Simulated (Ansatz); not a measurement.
Runs of Ansatz 0.2.0 on Sn3Se. It takes space group Fm-3m (No. 225, cubic). Conventional cell: a = 7.466 Å, b = 7.466 Å, c = 7.466 Å, α = 90.00°, β = 90.00°, γ = 90.00°. Around Sn (site symmetry m-3m) lie 8 Sn at 3.23 Å. Sn (site symmetry -43m) has 4 Sn at 3.23 Å and 4 Se at 3.23 Å as nearest neighbours. Se (site symmetry m-3m) is surrounded by 8 Sn at 3.23 Å. The cell comes from a database or a generator and needn't be the stable form of this composition.

| task | level | cutoff (eV) | points for each segment of the path | gap on the mesh (eV) | pressure (GPa) | V0 of scaled cells (Å³/atom) | B0 (GPa) |
| --- | --- | --- | --- | --- | --- | --- | --- |
| band structure | PBE | 420 | 14 | none | (a) | - | - |
| band structure | LDA | 420 | 14 | none | -4.5 | - | - |
| equation of state | r2SCAN | 500 | - | - | - | 25.36 | 55 |
| equation of state | PBE | 420 | - | - | - | 25.91 | 49 |
| band structure | r2SCAN | 500 | 14 | none | (b) | - | - |

Alike in all rows: potentials or basis Ansatz PAW; no spin polarisation; cell as given; k mesh 6 × 6 × 6; smearing fermi-dirac 0.05 eV.

Estimate the missing entries.

(a) -0.2; (b) -1.3.

Caveats: spin-orbit coupling is left out, which moves the levels of the heavy elements (some runs); the PAW data sets come from PBE, with cores solved anew for the run's functional, which leaves a small shift of forces and pressure (some runs); the PAW data sets were made with another functional, which shifts forces and pressure a little (some runs).

A k mesh can miss the band edges, and the runs leave out spin-orbit coupling on Se, Sn.

A gap of «none» marks a metal or a gap under the smearing width.
